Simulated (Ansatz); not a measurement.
# NHBr (quartet): the correlation ladder at distance Br1–H2 along a hydrogen transfer = 1.421 Å, cc-pVDZ

How much of the correlation energy of NHBr (quartet) does each wave-function method recover here?

Method: cc-pVDZ, core rule «outside noble gas», up to 15 orbitals frozen; program: Ansatz 0.2.0, Gaussian basis.

To be run: UHF; CCSD(T) on ROHF; CCSD(T) on UHF; BCCD(T) on ROHF; CISD; CCSDT(Q) on ROHF; CCSDT(Q) on UHF; CCSDTQ on ROHF; CASSCF and MRCISD+Q, 5 electrons in 5 orbitals; CASSCF and NEVPT2, 5 electrons in 5 orbitals; CASSCF and MRCISD+Q, 13 electrons in 9 orbitals; CASSCF and NEVPT2, 13 electrons in 9 orbitals.

## (1) What is computed

The geometry derives from fragments relaxed apart (PBE0/def2-TZVP) and kept rigid, so it is no stationary point. A hydrogen atom is moved between rigid fragments. No spin-orbit coupling is included. The filled d shell of Br may be among the frozen orbitals whatever the setting's name suggests; the logs give the count.

3 atoms, charge 0, spin multiplicity 4.

Atoms are counted from 1 here; the program's logs count them from 0.

Bond lengths: Br1–H2 1.421 Å.

## (2) UHF

in.yaml

```yaml
crystal:
  periodic: [false, false, false]
  atoms:
    - {symbol: Br, position_ang: [0.000000, 0.000000, -1.412867]}
    - {symbol: H, position_ang: [0.000000, 0.000000, 0.007733]}
    - {symbol: N, position_ang: [0.000000, 0.000000, 1.405133]}
basis:
  gaussian: {orbitals: cc-pVDZ}
magnetization: {spin_polarized: true, initial_magnetization: 3}
hamiltonian: {xc: hf}
output: {orbitals: {seedname: orbitals}}
```

Run with:

```sh
$ ansatz run in.yaml --threads 1 --pin off --events-out ev --progress --plain --max-ram 4096MiB --backend cpu
```

After this run come: CCSD(T) on ROHF; CCSD(T) on UHF; BCCD(T) on ROHF; CISD; CCSDT(Q) on ROHF; CCSDT(Q) on UHF; CCSDTQ on ROHF; CASSCF and MRCISD+Q, 5 electrons in 5 orbitals; CASSCF and NEVPT2, 5 electrons in 5 orbitals; CASSCF and MRCISD+Q, 13 electrons in 9 orbitals; CASSCF and NEVPT2, 13 electrons in 9 orbitals.

Before running them: what should the planned runs give, taken together? Wanted: RCCSDTQ below the RHF energy; RMP2 from RCCSDTQ; UMP2 from RCCSDTQ; RCCSD from RCCSDTQ; RCCSD(T) from RCCSDTQ; UCCSD(T) from RCCSDTQ; RCCSDT(Q) from RCCSDTQ; UCCSDT(Q) from RCCSDTQ; NEVPT2 pair from RCCSDTQ.

The runs gave:

| quantity | value |
| --- | --- |
| RCCSDTQ below the RHF energy | -6.7435 eV |
| RMP2 from RCCSDTQ | +991.5 meV |
| UMP2 from RCCSDTQ | +962.9 meV |
| RCCSD from RCCSDTQ | +132.1 meV |
| RCCSD(T) from RCCSDTQ | +24.4 meV |
| UCCSD(T) from RCCSDTQ | +22.2 meV |
| RCCSDT(Q) from RCCSDTQ | +0.6 meV |
| UCCSDT(Q) from RCCSDTQ | -1.6 meV |
| NEVPT2 pair from RCCSDTQ | +947.7 meV |
| MRCISD+Q pair from RCCSDTQ | +19.1 meV |
| NEVPT2 valence from RCCSDTQ | +1257.0 meV |
| levels within 1 kcal/mol (43 meV) | RCCSD(T), UCCSD(T), BCCD(T), RCCSDT, UCCSDT, RCCSDT(Q), UCCSDT(Q), MRCISD+Q pair, MRCISD+Q valence |
| T1 diagnostic | 0.021 |
| effectively unpaired electrons | 3.01 |

RCCSD(T) lands +24.4 meV from the yardstick (0.4 % of the correlation energy). One determinant dominates. Of the multireference levels listed MRCISD+Q valence comes nearest in total energy (+7.5 meV), which doesn't show that its space is the better one. These misses are within one basis, not against nature; the frozen cores of restricted and unrestricted runs differ, which can shift their rows.
